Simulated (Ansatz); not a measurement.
# Nd3H: the cost of one run

Computed with Ansatz 0.2.0 (DFT PBE, scalar-relativistic, plane waves, PAW; 4f electrons in the core of a trivalent norm-conserving potential, unless a step's input says otherwise).

1 further run of the same task is left out (it didn't finish).

## (1) Starting point

It takes space group Im-3m (No. 229, cubic). The conventional cell has a = 6.087 Å, b = 6.087 Å, c = 6.087 Å, α = 90.00°, β = 90.00°, γ = 90.00°. Nd (site symmetry 4/mmm) is surrounded by 4 Nd at 3.04 Å and 2 H at 3.04 Å. H (site symmetry m-3m) is surrounded by 6 Nd at 3.04 Å.

Coordinates:

```cif
data_structure
_symmetry_space_group_name_H-M 'Im-3m'
_symmetry_Int_Tables_number 229
_cell_length_a 6.0866
_cell_length_b 6.0866
_cell_length_c 6.0866
_cell_angle_alpha 90.000
_cell_angle_beta 90.000
_cell_angle_gamma 90.000
_cell_volume 225.49
loop_
_atom_site_label
_atom_site_type_symbol
_atom_site_symmetry_multiplicity
_atom_site_Wyckoff_symbol
_atom_site_fract_x
_atom_site_fract_y
_atom_site_fract_z
_atom_site_occupancy
Nd1 Nd 6 b 0.50000 0.00000 0.00000 1
H1 H 2 a 0.00000 0.00000 0.00000 1
```

The cell is invented: random cell by space group and Wyckoff sites (Im-3m, No. 229). Lengths come from tabulated atomic sizes and are only a guess.

## (2) Probe: one point on a coarse mesh

Input file input.yaml:

```yaml
crystal:
  lattice:
    - [-3.04328762, 3.04328762, 3.04328762]
    - [3.04328762, -3.04328762, 3.04328762]
    - [3.04328762, 3.04328762, -3.04328762]
  atoms:
    - { symbol: Nd, position: [0.0, 0.5, 0.5] }
    - { symbol: Nd, position: [0.5, 0.0, 0.5] }
    - { symbol: Nd, position: [0.5, 0.5, 0.0] }
    - { symbol: H, position: [0.0, 0.0, 0.0] }
basis:
  ecutwfc: 660
kpoints:
  mp_grid: { grid: [4, 4, 4] }
hamiltonian:
  xc: pbe
  pseudopotentials:
    kind: paw
    azcp: { Nd: "pseudopotentials/pbe/nc/lanthanide_3plus/Nd.nc.azcp" }
scf:
  occupations: { method: gaussian, width: 0.1 }
  lower_state_search: "off"
output:
  forces: true
  stress: true
  eigenvalues: true
```

Launch:

```sh
ansatz run input.yaml --threads 1 --pin off --max-ram 2560MiB --backend cpu --events-out ev --progress --plain --runs-dir out
```

**Question.** How long does this run take on 1 thread of Intel Xeon at 2.70GHz, shared host, and how much memory does it need?

About 2.8 s, with a peak of 0.38 GiB.
